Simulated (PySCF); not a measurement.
# C6H8O4: magnetic properties

What do calculations give for the magnetic properties of C6H8O4 (`O=COC1=COCOCC1`)?

Computed with PySCF 2.14.0 and routines of our own; the level stands in each step. Atoms count from 0.

## 1. The starting structure

18 atoms, charge 0, multiplicity 1; geometry from: GFN2-xTB.

## 2. Magnetic properties: GIAO B3LYP/pcSseg-1

The job: settings as JSON, then the geometry in Å.

```
{"job": {"kind": "mag", "xc": "B3LYP", "basis": "pcSseg-1", "isotopologues": 0}, "charge": 0, "multiplicity": 1}
O      2.504539    -0.003300    -1.701940
C      2.869486    -0.192419    -0.580782
O      2.132622    -0.183442     0.521392
C      0.748249     0.040020     0.408495
C      0.228452     0.951744     1.229254
O     -1.066925     1.358151     1.283767
C     -1.812088     1.211798     0.098574
O     -2.330041    -0.054719    -0.132078
C     -1.416449    -1.134515    -0.013759
C     -0.008832    -0.851868    -0.540501
H      3.912532    -0.406036    -0.291356
H      0.846480     1.468621     1.949808
H     -2.681186     1.868758     0.202358
H     -1.190175     1.550838    -0.749966
H     -1.878245    -1.945433    -0.581812
H     -1.348319    -1.436046     1.041658
H     -0.044423    -0.432925    -1.549763
H      0.525563    -1.802910    -0.605007
```

Method: GIAO B3LYP/pcSseg-1 magnetisability, rotational g tensor and spin-rotation constants, non-relativistic, gas phase.

Run with:

```console
> OMP_NUM_THREADS=1 python excited_run.py task.json out
```

This one command runs all jobs of the session in turn.

Log:

```text
coarse grid: 15824 points
cycle   1  E = -533.8960006619  dE =  1.908e+00  |g| = 1.162e+00  |ddm| = 3.937e+00
cycle   2  E = -533.3100977619  dE =  5.859e-01  |g| = 2.108e+00  |ddm| = 2.215e+00
cycle   3  E = -534.1014136084  dE = -7.913e-01  |g| = 4.021e-01  |ddm| = 1.661e+00
cycle   4  E = -534.1294929317  dE = -2.808e-02  |g| = 1.359e-01  |ddm| = 3.299e-01
cycle   5  E = -534.1324779993  dE = -2.985e-03  |g| = 2.596e-02  |ddm| = 7.822e-02
cycle   6  E = -534.1326116517  dE = -1.337e-04  |g| = 9.447e-03  |ddm| = 2.412e-02
cycle   7  E = -534.1326287901  dE = -1.714e-05  |g| = 2.555e-03  |ddm| = 7.936e-03
cycle   8  E = -534.1326298214  dE = -1.031e-06  |g| = 9.163e-04  |ddm| = 2.449e-03
final grid: 155056 points
cycle   9  E = -534.2550778327  dE = -7.029e-05  |g| = 9.044e-03  |ddm| = 3.655e-02
cycle  10  E = -534.2550564301  dE =  2.140e-05  |g| = 1.396e-02  |ddm| = 1.557e-02
cycle  11  E = -534.2550936385  dE = -3.721e-05  |g| = 1.975e-03  |ddm| = 1.032e-02
cycle  12  E = -534.2550943982  dE = -7.597e-07  |g| = 6.368e-04  |ddm| = 1.929e-03
cycle  13  E = -534.2550944679  dE = -6.972e-08  |g| = 2.175e-04  |ddm| = 5.344e-04
cycle  14  E = -534.2550944761  dE = -8.209e-09  |g| = 7.267e-05  |ddm| = 1.882e-04
cycle  15  E = -534.2550944770  dE = -8.647e-10  |g| = 3.021e-05  |ddm| = 7.220e-05
converged SCF energy = -534.2550944770

Magnetisability tensor (1e-30 J/T^2)
    -1162.98        2.67      -12.42
        2.67    -1286.96      -11.02
      -12.42      -11.02    -1063.62
isotropic -1171.19   principal values   -1287.54  -1164.50  -1061.53
isotropic susceptibility -70.531 1e-6 cm^3/mol

Inertial axes            a          b          c
rot. const./GHz      2.7037     0.9163     0.7970
chi total           -69.623    -71.546    -70.422
chi diamagnetic    -557.471  -1361.344  -1551.017
chi paramagnetic    487.848   1289.798   1480.595
quadrupole/D A       -3.203      2.595      0.609
g nuclear            0.5773     0.5402     0.5414
g electronic        -0.6197    -0.5553    -0.5544
g total             -0.0424    -0.0150    -0.0130

Spin-rotation constants (kHz, H = +C I.J)
atom  isotope        aa         bb         cc
 10     1H        0.159     -0.071     -0.059
 11     1H       -0.223      0.078     -0.087
 12     1H        0.105     -0.089     -0.056
 13     1H       -0.044     -0.099     -0.000
 14     1H       -0.273      0.055     -0.083
 15     1H       -0.273     -0.053      0.017
 16     1H       -0.245     -0.069      0.013
 17     1H       -0.151     -0.063     -0.058
  0    17O*      -1.467     -0.282     -0.339
  1    13C*       1.440      0.260      0.226
  2    17O*      -0.769     -0.228     -0.205
  3    13C*       1.190      0.322      0.200
  4    13C*       1.096      0.371      0.195
  5    17O*      -0.571     -0.165     -0.070
  6    13C*       0.808      0.227      0.211
  7    17O*      -0.356     -0.092     -0.112
  8    13C*       0.584      0.232      0.181
  9    13C*       0.485      0.164      0.138
* in the singly substituted isotopologue
```

Wall time 72 s (1 thread of Arm Neoverse N1, shared host); peak memory 0.99 GiB.

Key values:

```tsv
quantity	value
magnetisability	-1171·10⁻³⁰ J/T²
molar susceptibility	-70.5·10⁻⁶ cm³/mol
rotational g (a, b, c)	-0.0424, -0.0150, -0.0130
```

## 3. Magnetic properties: GIAO KT2/3-21G in cyclohexane

Settings changed since step 2:

```diff
@@ -1,2 +1,2 @@
-{"job": {"kind": "mag", "xc": "B3LYP", "basis": "pcSseg-1", "isotopologues": 0}, "charge": 0, "multiplicity": 1}
+{"job": {"kind": "mag", "xc": "KT2", "basis": "3-21G", "solvent": "cyclohexane"}, "charge": 0, "multiplicity": 1}
 O      2.504539    -0.003300    -1.701940
```

With the program's defaults for keys left out, this is: GIAO KT2/3-21G magnetisability, non-relativistic, IEF-PCM cyclohexane.

Log:

```text
coarse grid: 15824 points
cycle   1  E = -539.4822986027  dE =  1.686e+00  |g| = 1.151e+00  |ddm| = 4.464e+00
cycle   2  E = -538.4780467306  dE =  1.004e+00  |g| = 2.457e+00  |ddm| = 3.535e+00
cycle   3  E = -539.6476901330  dE = -1.170e+00  |g| = 6.449e-01  |ddm| = 2.849e+00
cycle   4  E = -539.7331156871  dE = -8.543e-02  |g| = 1.410e-01  |ddm| = 6.947e-01
cycle   5  E = -539.7365012064  dE = -3.386e-03  |g| = 4.348e-02  |ddm| = 1.427e-01
cycle   6  E = -539.7369517226  dE = -4.505e-04  |g| = 1.154e-02  |ddm| = 5.786e-02
cycle   7  E = -539.7369793472  dE = -2.762e-05  |g| = 4.695e-03  |ddm| = 1.634e-02
cycle   8  E = -539.7369835308  dE = -4.184e-06  |g| = 2.170e-03  |ddm| = 7.396e-03
final grid: 155056 points
cycle   9  E = -539.7173358746  dE = -1.557e-04  |g| = 2.132e-02  |ddm| = 4.660e-02
cycle  10  E = -539.7171599679  dE =  1.759e-04  |g| = 3.652e-02  |ddm| = 5.495e-02
cycle  11  E = -539.7174034371  dE = -2.435e-04  |g| = 6.462e-03  |ddm| = 4.196e-02
cycle  12  E = -539.7174138923  dE = -1.046e-05  |g| = 1.821e-03  |ddm| = 9.123e-03
cycle  13  E = -539.7174146023  dE = -7.100e-07  |g| = 3.855e-04  |ddm| = 1.886e-03
cycle  14  E = -539.7174146234  dE = -2.104e-08  |g| = 2.167e-04  |ddm| = 4.846e-04
cycle  15  E = -539.7174146334  dE = -9.977e-09  |g| = 2.739e-05  |ddm| = 2.189e-04
cycle  16  E = -539.7174146335  dE = -1.412e-10  |g| = 8.096e-06  |ddm| = 3.789e-05
converged SCF energy = -539.7174146335

Magnetisability tensor (1e-30 J/T^2)
    -1193.81       -4.29      -21.11
       -4.29    -1292.42      -26.66
      -21.11      -26.66    -1086.18
isotropic -1190.80   principal values   -1296.29  -1196.97  -1079.15
isotropic susceptibility -71.712 1e-6 cm^3/mol

Inertial axes            a          b          c
rot. const./GHz      2.7037     0.9163     0.7970
chi total           -71.147    -73.666    -70.322
chi diamagnetic    -554.835  -1358.544  -1547.791
chi paramagnetic    483.688   1284.878   1477.469
quadrupole/D A       -2.777      2.744      0.033
```

It took 24 s on 1 thread of Arm Neoverse N1, shared host; peak memory 0.53 GiB.

In short:

```tsv
quantity	value
magnetisability	-1191·10⁻³⁰ J/T²
molar susceptibility	-71.7·10⁻⁶ cm³/mol
```

## 4. What came out

| quantity | value |
| --- | --- |
| magnetisability (step 2, GIAO B3LYP/pcSseg-1) | -1171·10⁻³⁰ J/T² |
| molar susceptibility (step 2, GIAO B3LYP/pcSseg-1) | -70.5·10⁻⁶ cm³/mol |
| rotational g (a, b, c) (step 2, GIAO B3LYP/pcSseg-1) | -0.0424, -0.0150, -0.0130 |

What this shows: The values above hold for this geometry and these levels alone. Vibrational averaging and real surroundings are missing from these values.
